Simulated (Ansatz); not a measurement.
**B₂ClH₄NO: how energies converge with the basis set**

The task here is to estimate one member of a computed series from the others.

Method: one geometry, several basis sets; program: Ansatz 0.2.0, Gaussian basis.

The runs, in order: PBE0-D4/def2-SVP; ωB97M-V/def2-SVP; PBE0-D4/def2-QZVPP; ωB97M-V/def2-QZVPP; the functionals' def2-TZVPP values are taken from earlier runs.

## The geometry

All runs share one geometry, relaxed beforehand with PBE0-D4 in a triple-zeta def2 set.

SMILES `BOB(N)Cl`, 9 atoms, charge 0, spin multiplicity 1.

Atoms are counted from 1 here; the program's logs count them from 0.

Bond lengths: B1–O2 1.354 Å, B1–H6 1.197 Å, B1–H7 1.197 Å, O2–B3 1.377 Å, B3–N4 1.389 Å, B3–Cl5 1.775 Å, N4–H8 1.005 Å, N4–H9 1.003 Å. Angles: O2–B1–H6 120.8°, O2–B1–H7 116.7°, H6–B1–H7 122.5°, B1–O2–B3 131.0°, O2–B3–N4 118.7°, O2–B3–Cl5 122.0°, N4–B3–Cl5 119.3°, B3–N4–H8 121.5°, B3–N4–H9 123.0°, H8–N4–H9 115.5°.

The first run:

Contents of in.yaml:

```yaml
crystal:
  periodic: [false, false, false]
  atoms:
    - {symbol: B, position_ang: [0.274120, 1.769958, -0.615920]}
    - {symbol: O, position_ang: [0.413342, 0.638869, 0.115548]}
    - {symbol: B, position_ang: [-0.214905, -0.582360, 0.019122]}
    - {symbol: N, position_ang: [0.104462, -1.571299, 0.940174]}
    - {symbol: Cl, position_ang: [-1.412075, -0.926312, -1.244827]}
    - {symbol: H, position_ang: [-0.508724, 1.823092, -1.520118]}
    - {symbol: H, position_ang: [0.966959, 2.697204, -0.309218]}
    - {symbol: H, position_ang: [0.778284, -1.411752, 1.668996]}
    - {symbol: H, position_ang: [-0.312961, -2.483600, 0.929143]}
basis:
  gaussian: {orbitals: def2-SVP}
hamiltonian: {xc: pbe0, dispersion: d4}
output: {orbitals: {seedname: orbitals}}
```

Launch:

```console
> ansatz run in.yaml --threads 2 --pin off --events-out ev --progress --plain --max-ram 4352MiB
```

Among the steps run: PBE0-D4 in def2-SVP; ωB97M-V in def2-SVP; PBE0-D4 in def2-QZVPP; ωB97M-V in def2-QZVPP.

One table of the session follows, with a row left open; its other results are not shown here.

It belongs to the step «Functionals by basis». 

```
functional       basis  HOMO (eV)
   PBE0-D4    def2-SVP      -8.26
   PBE0-D4  def2-TZVPP          ?
   PBE0-D4  def2-QZVPP      -8.46
   ωB97M-V    def2-SVP     -10.55
   ωB97M-V  def2-TZVPP     -10.75
   ωB97M-V  def2-QZVPP     -10.79
```

**Question.** Estimate the row for PBE0-D4, def2-TZVPP.

**Answer.** HOMO (eV): -8.43. In the column «HOMO (eV)» it lies between PBE0-D4, def2-QZVPP (-8.46) and PBE0-D4, def2-SVP (-8.26).
